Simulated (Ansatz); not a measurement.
# Ir: squeezing one contact

The task here is to estimate one member of a computed series from the others.

Computed with Ansatz 0.2.0 (DFT PBEsol, with the methods named in each step, unless a step's input says otherwise).

2 further runs of the same task are left out: 2 that didn't finish. Runs told in other sessions of the task aren't counted.

## The starting structure

It takes space group P6_3/mmc (No. 194, hexagonal). The conventional cell has a = 2.745 Å, b = 2.745 Å, c = 4.447 Å, α = 90.00°, β = 90.00°, γ = 120.00°. Ir (site symmetry -6m2) is surrounded by 12 Ir at 2.73 to 2.74 Å.

Structure file:

```cif
data_structure
_symmetry_space_group_name_H-M 'P 1'
_symmetry_Int_Tables_number 1
_cell_length_a 2.7449
_cell_length_b 2.7449
_cell_length_c 4.4467
_cell_angle_alpha 90.000
_cell_angle_beta 90.000
_cell_angle_gamma 120.000
_cell_volume 29.01
loop_
_atom_site_label
_atom_site_type_symbol
_atom_site_fract_x
_atom_site_fract_y
_atom_site_fract_z
_atom_site_occupancy
Ir1 Ir 0.33333 0.66667 0.25000 1
Ir2 Ir 0.66667 0.33333 0.75000 1
```

Atoms are numbered in the order of the input: Ir1, Ir2.

The first run:

The input, input.yaml:

```yaml
crystal:
  lattice:
    - [2.7448628762, 0.0, 0.0]
    - [-1.3724314381, 2.3771209807, 0.0]
    - [0.0, 0.0, 4.4466778595]
  atoms:
    - { symbol: Ir, position: [0.3333333333, 0.6666666667, 0.25] }
    - { symbol: Ir, position: [0.6666666667, 0.3333333333, 0.75] }
kpoints:
  mp_grid: { grid: [13, 13, 7] }
scf:
  occupations: { method: fermi_dirac, width: 0.05 }
hamiltonian:
  xc: pbesol
  pseudopotentials: { kind: all_electron, lapw: { basis_error: 0.001 } }
output:
  forces: true
  stress: true
  eigenvalues: true
  populations: true
```

On the command line:

```bash
$ ansatz run input.yaml --threads 1 --pin off --max-ram 2048MiB --backend cpu --events-out ev --progress --plain --runs-dir out
```

Among the steps run: The bond as given, LAPW; Shortest bond scaled by 1, norm-conserving; Shortest bond scaled by 0.88, LAPW; Shortest bond scaled by 0.88, crystal datasets; Shortest bond scaled by 0.82, LAPW; Shortest bond scaled by 0.76, LAPW.

One of the session's tables, all rows but one given; the rest of the session is left out.

| method | length (Å) | F from the given length (eV/cell) | force along the bond (eV/Å) | pressure (GPa) | largest force (eV/Å) |
| --- | --- | --- | --- | --- | --- |
| LAPW | 2.075 | 3.404 | 15.338 | 65.62 | 15.680 |
| LAPW | 2.239 | 1.525 | 8.167 | 28.42 | 8.407 |
| LAPW | 2.403 | 0.571 | 3.895 | 6.00 | 4.053 |
| LAPW | 2.730 | 0.000 | 0.000 | -9.71 | 0.000 |
| PAW | 1.911 | 6.841 | 27.809 | 124.08 | 28.250 |
| PAW | 2.075 | ? | ? | ? | ? |
| PAW | 2.239 | 1.523 | 8.157 | 28.42 | 8.394 |
| PAW | 2.403 | 0.570 | 3.889 | 6.01 | 4.046 |
| PAW | 2.730 | 0.000 | 0.000 | -9.68 | 0.000 |
| crystal datasets | 2.403 | – | 3.895 | 6.00 | 4.053 |
| norm-conserving | 2.730 | 0.000 | 0.000 | -10.21 | 0.000 |

**Question.** Estimate the row for PAW, 2.075.

The run gave: F from the given length (eV/cell): 3.399; force along the bond (eV/Å): 15.321; pressure (GPa): 65.59; largest force (eV/Å): 15.660.

Caveats from the session: Rows by PAW come from runs of the same series that aren't printed here. Warnings in the runs' records: gradients without spin orbit, crystal datasets made.
